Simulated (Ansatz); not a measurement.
# Si3Ge: what a guessed cell relaxes into

Where does this trial cell of Si3Ge go when cell and atoms are let free?

Method: DFT PBE, scalar-relativistic, plane waves, PAW, in Ansatz 0.2.0.

### 1 The structure to begin with

It takes space group Pm-3n (No. 223, cubic). The conventional cell has a = 4.822 Å, b = 4.822 Å, c = 4.822 Å, α = 90.00°, β = 90.00°, γ = 90.00°. Around Si (site symmetry -4m2) lie 2 Si at 2.41 Å and 4 Ge at 2.70 Å. Ge (site symmetry m-3) has 12 Si at 2.70 Å as nearest neighbours.

Structure file:

```xyz
8
Lattice="4.8224 0.0000 0.0000 0.0000 4.8224 0.0000 0.0000 0.0000 4.8224" Properties=species:S:1:pos:R:3 pbc="T T T"
Si    2.4112    1.2056    0.0000
Si    2.4112    3.6168    0.0000
Si    1.2056    0.0000    2.4112
Si    3.6168    0.0000    2.4112
Si    0.0000    2.4112    1.2056
Si    0.0000    2.4112    3.6168
Ge    2.4112    2.4112    2.4112
Ge    0.0000    0.0000    0.0000
```

The cell is invented: species swapped into a database cell of V3Sn (Pm-3n, No. 223), with Si on the V sites and Ge on the Sn sites. Its size is a rough estimate.

### 2 Probe: one point on a coarse mesh

The input, input.yaml:

```yaml
crystal:
  lattice:
    - [4.82244285, 0.0, 0.0]
    - [0.0, 4.82244285, 0.0]
    - [0.0, 0.0, 4.82244285]
  atoms:
    - { symbol: Si, position: [0.5, 0.25, 0.0] }
    - { symbol: Si, position: [0.5, 0.75, 0.0] }
    - { symbol: Si, position: [0.25, 0.0, 0.5] }
    - { symbol: Si, position: [0.75, 0.0, 0.5] }
    - { symbol: Si, position: [0.0, 0.5, 0.25] }
    - { symbol: Si, position: [0.0, 0.5, 0.75] }
    - { symbol: Ge, position: [0.5, 0.5, 0.5] }
    - { symbol: Ge, position: [0.0, 0.0, 0.0] }
basis:
  ecutwfc: 420
kpoints:
  mp_grid: { grid: [4, 4, 4] }
hamiltonian:
  xc: pbe
scf:
  occupations: { method: gaussian, width: 0.1 }
  lower_state_search: "off"
output:
  forces: true
  stress: true
  eigenvalues: true
```

On the command line:

```bash
$ ansatz run input.yaml --threads 1 --pin off --max-ram 2560MiB --backend cpu --events-out ev --progress --plain --runs-dir out
```

Further runs follow: rough relaxation on the coarse mesh; full relaxation.

Before running it: what results should come out? Wanted: conventional cell; volume; energy over the elements; gap on the mesh.

The runs gave:

```
                              quantity                                                                      value
symmetry at the end (tolerance 0.05 Å)                                                space group Pm-3n (No. 223)
                     conventional cell  a = 5.076 Å, b = 5.076 Å, c = 5.076 Å, α = 90.00°, β = 90.00°, γ = 90.00°
                                volume                                                              16.35 Å³/atom
              energy over the elements                                                              +0.62 eV/atom
                       gap on the mesh                                                               none (metal)
```

**Reading.** The space group Pm-3n (No. 223) is kept, and the volume per atom grows by 16.6 % from the first guess. With a positive formation energy it can't be a ground state. No finished test with a distortion of lower symmetry is shown, so the end may be a saddle point.
